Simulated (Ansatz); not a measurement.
# C2H9GaO2Si: the cost of one run

Program: Ansatz 0.2.0, Gaussian basis. Level of theory: the settings change from run to run. These are calculated values, not measurements.

### 1 The geometry

An earlier PBE0-D4 in a triple-zeta def2 set relaxation fixed the geometry.

SMILES `C[O][Ga]([OH])[CH2][SiH3]`, 15 atoms, charge 0, spin multiplicity 1.

Atoms are counted from 1 here; the program's logs count them from 0.

Bond lengths: C1–O2 1.402 Å, C1–H7 1.099 Å, C1–H8 1.098 Å, C1–H9 1.094 Å, O2–Ga3 1.787 Å, Ga3–O4 1.787 Å, Ga3–C5 1.940 Å, O4–H10 0.959 Å, C5–Si6 1.870 Å, C5–H11 1.093 Å, C5–H12 1.093 Å, Si6–H13 1.488 Å, Si6–H14 1.488 Å, Si6–H15 1.488 Å. Angles: O2–C1–H7 112.8°, O2–C1–H8 112.3°, O2–C1–H9 108.8°, H7–C1–H8 107.9°, H7–C1–H9 107.3°, H8–C1–H9 107.5°, C1–O2–Ga3 123.3°, O2–Ga3–O4 117.2°, O2–Ga3–C5 120.7°, O4–Ga3–C5 122.0°, Ga3–O4–H10 114.4°, Ga3–C5–Si6 114.0°, Ga3–C5–H11 108.0°, Ga3–C5–H12 107.8°, Si6–C5–H11 109.2°, Si6–C5–H12 109.2°, H11–C5–H12 108.5°, C5–Si6–H13 110.2° and more.

Geometry (Å):

```xyz
15
C2H9GaO2Si
C     0.3837   -2.8638    0.0573
O     0.5211   -1.5564    0.5453
Ga    0.4061   -0.1047   -0.4897
O     0.0986   -0.3642   -2.2312
C     0.5964    1.6705    0.2681
Si   -1.0110    2.4238    0.8567
H    -0.5398   -3.0078   -0.5205
H     1.2288   -3.1620   -0.5776
H     0.3488   -3.5540    0.9055
H     0.0280   -1.2859   -2.4875
H     1.0395    2.3173   -0.4940
H     1.2904    1.6016    1.1102
H    -1.9682    2.5433   -0.2756
H    -1.6303    1.5638    1.9006
H    -0.7921    3.7784    1.4324
```

### 2 B3LYP/aug-cc-pVDZ

This run has atoms shaken by 0.08 Å, high accuracy, the search for lower states set to light.

in.yaml reads:

```yaml
crystal:
  periodic: [false, false, false]
  atoms:
    - {symbol: C, position_ang: [0.329801, -2.775068, 0.057427]}
    - {symbol: O, position_ang: [0.484150, -1.604449, 0.579668]}
    - {symbol: Ga, position_ang: [0.418401, -0.239771, -0.423750]}
    - {symbol: O, position_ang: [0.103624, -0.354393, -2.276038]}
    - {symbol: C, position_ang: [0.521514, 1.706486, 0.268995]}
    - {symbol: Si, position_ang: [-0.961861, 2.453706, 0.748130]}
    - {symbol: H, position_ang: [-0.562588, -2.897457, -0.579704]}
    - {symbol: H, position_ang: [1.207864, -3.306545, -0.555748]}
    - {symbol: H, position_ang: [0.333677, -3.603092, 1.034501]}
    - {symbol: H, position_ang: [0.011043, -1.246886, -2.500306]}
    - {symbol: H, position_ang: [1.109418, 2.321323, -0.535115]}
    - {symbol: H, position_ang: [1.293614, 1.595451, 1.227826]}
    - {symbol: H, position_ang: [-1.953679, 2.557285, -0.149854]}
    - {symbol: H, position_ang: [-1.594893, 1.525505, 1.863575]}
    - {symbol: H, position_ang: [-0.797117, 3.687673, 1.295093]}
basis:
  gaussian: {orbitals: aug-cc-pVDZ}
hamiltonian: {xc: {name: B3LYP}}
accuracy: high
scf: {lower_state_search: light}
output: {forces: true}
```

On the command line:

```
$ ansatz run in.yaml --threads 2 --pin off --events-out ev --progress --plain --max-ram 22528MiB --backend cpu
```

**Question.** How long does this run take on 2 threads of AMD EPYC 7R13, shared host, and how much memory does it need?

About 47 s, with a peak of 2.1 GiB.
